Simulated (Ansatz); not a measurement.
Crystal: HfGe.

```xyz
2
Lattice="3.5008 0.0000 0.0000 0.0000 3.5008 0.0000 0.0000 0.0000 3.5008" Properties=species:S:1:pos:R:3 pbc="T T T"
Hf    0.0000    0.0000    0.0000
Ge    1.7504    1.7504    1.7504
```

The cell was built by a generator and needn't be a form met in nature.

- Program: Ansatz 0.2.0
- Task: relaxation of cell and atoms
- Functional: HSEsol
- Potentials or basis: Ansatz PAW
- Cutoff: 420 eV (not typed: the program's choice for these potentials)
- k mesh: 4 × 4 × 4
- Occupations: fermi-dirac, width 0.05 eV
- Spin: no spin polarisation

At the start: volume 21.45 Å³/atom.

Problem. How do energy, volume and symmetry change on relaxing?

Solution. It ends after 4 steps and the volume is 18.48 Å³/atom (-13.8 %); space group Pm-3m (No. 221, to 0.05 Å).

Step by step:
| step | energy change (eV) | largest force (eV/Å) | volume (Å³) |
| --- | --- | --- | --- |
| 1 | 0.0000 | 0.0000 | 42.91 |
| 2 | -0.3004 | 0.0000 | 36.93 |
| 3 | -0.3004 | 0.0000 | 36.97 |
| 4 | -0.2984 | 0.0000 | 36.97 |

Final structure:
```
Hf Ge
1.0
     3.33121    0.00000    0.00000
     0.00000    3.33121    0.00000
     0.00000    0.00000    3.33121
Hf Ge
1 1
Direct
  0.00000 0.00000 0.00000
  0.50000 0.50000 0.50000
```

Caveat: the k mesh is coarse (spacing up to 0.45 Å⁻¹), so the values aren't converged, least of all with exact exchange; the plane-wave basis is chosen anew once the cell has moved, so the energies of steps on either side of that aren't comparable; the PAW data sets come from PBE, with cores solved anew for the run's functional, which leaves a small shift of forces and pressure.
